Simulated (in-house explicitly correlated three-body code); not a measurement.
**Two electrons around a charge of +1.145: exact states and exact Kohn–Sham parts**

Aim: the lowest states of two electrons around a charge of +1.145 to near-exact accuracy, with their sizes and correlation, then the exact Kohn–Sham parts of the ground state and the errors of common functionals.

The numbers are computed with in-house explicitly correlated three-body code version 1 (two electrons, non-relativistic, variational in exponentially correlated functions), except any that are marked as measured or tabulated.

### 1 The system

| Item | Value |
| --- | --- |
| charge of the centre | +1.145 |
| mass of the centre | infinite |
| interactions | Coulomb |
| basis | 260 functions exp(−a r1 − b r2 − g r12) a state, exponent ranges optimised |
| units | hartree and bohr; relativity and QED are left out |

### 2 Input and results

Settings:

```ini
Z = 1.145
interaction_strength = 1.0
functions = 260
states_tried = 13
```

Started as:

```console
$ python run_hyl.py task.json out
```

**Question.** What will these runs give? Wanted: ground-state energy; binding of the second electron; ⟨r12⟩, ⟨cos θ12⟩; polarisability of the ground state; Ts, Ex, Ec; exact less Hartree–Fock.

**Answer**, as computed:

```
                          quantity                                value
               ground-state energy                  -0.74766577 hartree
    binding of the second electron                            2.5076 eV
                  ⟨r12⟩, ⟨cos θ12⟩                  3.274 bohr, -0.1011
polarisability of the ground state                         45.701 bohr³
            Ts, Ex, Ec (Kohn–Sham)  0.71756, -0.48133, -0.04054 hartree
           exact less Hartree–Fock                     -0.03975 hartree
```

The second electron is bound by 2.508 eV, and the mean cosine of -0.101 shows the electrons leaning only slightly to opposite sides. The virial ratio −T/E is 1.0000000, where an exact Coulomb state gives 1. Exchange puts 2 ³S 0.0422 eV under 2 ¹S. On the exact density SCAN errs least (+0.1 millihartree) and LDA PW92 most (+21.1). 15 of the 15 semilocal functionals leave the top level unbound when run self-consistently, since their potentials decay too fast.
